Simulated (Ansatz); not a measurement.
# PBE0/STO-3G run of H3NO (hydroxylamine)

Aim: the electronic atomisation energy of H3NO (hydroxylamine) at PBE0/STO-3G, from 4 runs. 

The calculation is run with Ansatz 0.2.0.

51 further runs of the same task are left out: 1 that didn't finish, 50 set aside as unsound or not needed.

**1. The structure to begin with**

The species is H3NO (5 atoms), meant as a singlet with charge 0. As SMILES, `NO`. The shape is that of a GFN2-xTB optimisation. This is one conformer, not always the lowest.

Bond lengths: N1–O2 1.432 Å, N1–H3 1.020 Å, N1–H4 1.020 Å, O2–H5 0.966 Å. Angles: N1–O2–H5 105.0°, O2–N1–H3 105.6°, O2–N1–H4 105.6°, H3–N1–H4 107.4°.

**2. The energy at PBE0/STO-3G**

File molecule.yaml:

```yaml
crystal:
  periodic: [false, false, false]
  atoms:
    - symbol: N
      position_ang: [-0.178910, -0.366440, -0.312920]
    - symbol: O
      position_ang: [0.371730, 0.674250, 0.501760]
    - symbol: H
      position_ang: [-0.161770, -1.206140, 0.265260]
    - symbol: H
      position_ang: [-1.156690, -0.114310, -0.454620]
    - symbol: H
      position_ang: [1.125640, 1.012630, 0.000530]
basis:
  gaussian: {orbitals: STO-3G}
hamiltonian: {xc: pbe0}
accuracy: high
```

Started as:

```sh
$ ansatz run molecule.yaml --threads 1 --pin off --max-ram 2610MiB --events-out events.jsonl --progress --plain --runs-dir runs
```

The log of the run:

```text
Warning: RAYON_NUM_THREADS=1 ignored (pool sized by the plan → 1); use --threads N
Functional definition: PBE0
  name "PBE0"
  parameter a = 0.25
  parameter kappa = 0.804
  parameter beta = 0.06672455060314922
  exchange = (1 - a)*pbe_x(kappa = kappa, mu = beta*pi^2/3) + a*exact_x
  correlation = pbe_c(beta = beta)
209 factors; integrals over basis functions are off by at most 3.8e-8 eV
mean field evaluation 1: about -3531.4490 eV, gradient 9.4e0 eV
mean field evaluation 2: about -3531.7081 eV, gradient 5.3e0 eV
mean field evaluation 4: about -3531.7958 eV, gradient 3.9e-1 eV
mean field evaluation 8: about -3531.7962 eV, gradient 1.0e-3 eV
mean field -3531.79620568 eV, -129.7911166213 hartree, gradient 2.2e-8 eV, S^2 0.000000; 0 other end points of the search recorded, 0 dependent functions left out
reference -3531.79620699 eV, -129.7911166695 hartree; 9, 9 occupied and 4, 4 virtual orbitals, 209 factors
Total energy: -3531.79620699 eV, -129.7911166695 hartree
```

Run time: 0.68 s. Hardware: 1 thread of Arm Neoverse V1, shared host.

**3. The H atom**

File job.yaml:

```yaml
crystal:
  periodic: [false, false, false]
  atoms:
    - {symbol: H, position_ang: [0.000000, 0.000000, 0.000000]}
basis:
  gaussian:
    orbitals: STO-3G
total_charge: 0
magnetization:
  spin_polarized: true
  initial_magnetization: 1
accuracy: high
hamiltonian:
  xc: {name: PBE0}
```

Started as:

```sh
$ ansatz run job.yaml --threads 1 --pin off --max-ram 2610MiB --events-out events.jsonl --progress --plain --runs-dir runs
```

The log of the run, cut to the lines that bear on the results:

```text
Warning: RAYON_NUM_THREADS=1 ignored (pool sized by the plan → 1); use --threads N
[... 7 set-up lines as earlier in the session ...]
1 factors; integrals over basis functions are off by at most 4.6e-10 eV
mean field evaluation 1: about -12.6944 eV, gradient 0.0e0 eV
mean field evaluation 2: about -12.6944 eV, gradient 0.0e0 eV
mean field -12.69435959 eV, -0.4665091103 hartree, gradient 0.0e0 eV, S^2 0.750000; 0 other end points of the search recorded, 0 dependent functions left out
reference -12.69436041 eV, -0.4665091406 hartree; 1, 0 occupied and 0, 1 virtual orbitals, 1 factors
Total energy: -12.69436041 eV, -0.4665091406 hartree
```

Wall time 0.08 s (1 thread of Arm Neoverse V1, shared host).

**4. The N atom, same level**

File in.yaml:

```yaml
crystal:
  periodic: [false, false, false]
  atoms:
    - {symbol: "N", position_ang: [0.000000, 0.000000, 0.000000]}
basis:
  gaussian:
    orbitals: STO-3G
magnetization:
  spin_polarized: true
  initial_magnetization: 3
hamiltonian:
  xc: {name: PBE0}
accuracy: high
```

Started as:

```sh
$ ansatz run in.yaml --threads 1 --pin off --max-ram 2610MiB --events-out events.jsonl --progress --plain --runs-dir runs
```

The log of the run, cut to the lines that bear on the results:

```text
Warning: RAYON_NUM_THREADS=1 ignored (pool sized by the plan → 1); use --threads N
[... 7 set-up lines as earlier in the session ...]
15 factors; integrals over basis functions are off by at most 1.1e-9 eV
mean field evaluation 1: about -1465.0322 eV, gradient 5.7e-10 eV
mean field evaluation 2: about -1465.0325 eV, gradient 1.3e-9 eV
mean field -1465.03249433 eV, -53.8389511319 hartree, gradient 0.0e0 eV, S^2 3.750000; 0 other end points of the search recorded, 0 dependent functions left out
reference -1465.03249498 eV, -53.8389511557 hartree; 5, 2 occupied and 0, 3 virtual orbitals, 15 factors
Total energy: -1465.03249498 eV, -53.8389511557 hartree
```

Wall time 0.18 s (1 thread of Arm Neoverse V1, shared host).

**5. The O atom at the same level**

File in.yaml:

```yaml
crystal:
  periodic: [false, false, false]
  atoms:
    - {symbol: O, position_ang: [0.000000, 0.000000, 0.000000]}
basis:
  gaussian:
    orbitals: STO-3G
magnetization:
  spin_polarized: true
  initial_magnetization: 2
hamiltonian:
  xc: pbe0
accuracy: high
```

Run the same way, it converges to -73.97643 Eh (log not shown).

**6. Summary of results**

Level: PBE0/STO-3G.

| quantity | value |
| --- | --- |
| molecule: total energy | -129.79112 Eh |
| H atom: total energy | -0.46651 Eh |
| H atom: ⟨S²⟩ | 0.750 |
| N atom: total energy | -53.83895 Eh |
| N atom: ⟨S²⟩ | 3.750 |
| O atom: total energy | -73.97643 Eh |
| O atom: ⟨S²⟩ | 2.000 |
| electronic atomisation energy | 15.679 eV |

**Reading.** Taking the molecule apart into free atoms costs 15.68 eV (362 kcal/mol), before zero-point energy and without spin-orbit coupling. In a minimal basis such a difference can be off by several eV, whatever the method.
